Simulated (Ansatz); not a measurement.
# C2H8O2Si: the cost of one run

Program: Ansatz 0.2.0. Level of theory: RKS PBE-D4/cc-pVDZ. These are calculated values, not measurements.

### Step 1. Starting point

Bond lengths: O1–C2 1.373 Å, C2–C3 1.495 Å, C3–Si4 1.899 Å, Si4–O5 1.673 Å, O1–H6 1.033 Å, C2–H7 1.093 Å, C2–H8 1.061 Å, C3–H9 1.124 Å, C3–H10 1.129 Å, Si4–H11 1.521 Å, Si4–H12 1.428 Å, O5–H13 1.033 Å. Angles (14 of 20 angles, heavy atoms first): O1–C2–C3 107.5°, C2–C3–Si4 118.3°, C3–Si4–O5 109.7°, O1–C2–H7 109.0°, O1–C2–H8 109.7°, C3–C2–H7 108.7°, C3–C2–H8 110.4°, C2–O1–H6 108.0°, C2–C3–H9 109.7°, C2–C3–H10 110.1°, Si4–C3–H9 109.1°, Si4–C3–H10 106.1°, C3–Si4–H11 104.7°, C3–Si4–H12 112.5°.

Structure file:

```xyz
13

O    -1.2257    1.2257    0.2621
C    -0.9948    0.0107    0.8575
C     0.4662   -0.2805    0.7355
Si    1.1813   -0.5889   -0.9963
O     0.7665    0.6755   -2.0110
H    -2.2058    1.4922    0.4488
H    -1.2513    0.0801    1.9172
H    -1.5640   -0.7395    0.3697
H     0.7382   -1.1426    1.4037
H     1.0689    0.5649    1.1779
H     0.4312   -1.8075   -1.5129
H     2.5895   -0.8251   -0.9711
H     0.0202    1.3004   -1.6661
```

### Step 2. Relaxing end A

File input.yaml:

```yaml
crystal:
  periodic: [false, false, false]
  atoms:
    - { symbol: O, position_ang: [-1.2257, 1.2257, 0.2621] }
    - { symbol: C, position_ang: [-0.9948, 0.0107, 0.8575] }
    - { symbol: C, position_ang: [0.4662, -0.2805, 0.7355] }
    - { symbol: Si, position_ang: [1.1813, -0.5889, -0.9963] }
    - { symbol: O, position_ang: [0.7665, 0.6755, -2.011] }
    - { symbol: H, position_ang: [-2.2058, 1.4922, 0.4488] }
    - { symbol: H, position_ang: [-1.2513, 0.0801, 1.9172] }
    - { symbol: H, position_ang: [-1.564, -0.7395, 0.3697] }
    - { symbol: H, position_ang: [0.7382, -1.1426, 1.4037] }
    - { symbol: H, position_ang: [1.0689, 0.5649, 1.1779] }
    - { symbol: H, position_ang: [0.4312, -1.8075, -1.5129] }
    - { symbol: H, position_ang: [2.5895, -0.8251, -0.9711] }
    - { symbol: H, position_ang: [0.0202, 1.3004, -1.6661] }
basis:
  gaussian: { orbitals: cc-pVDZ }
hamiltonian:
  xc: pbe
  dispersion: d4
relax:
  f_tol: 0.02
  max_steps: 50
```

Run with:

```console
> ansatz run input.yaml --threads 2 --pin off --max-ram 3072MiB --backend cpu --events-out ev --progress --plain --runs-dir out
```

**Question.** How long does this run take on 2 threads of Arm Neoverse V2, shared host, and how much memory does it need?

About 19 s, with a peak of 0.15 GiB.
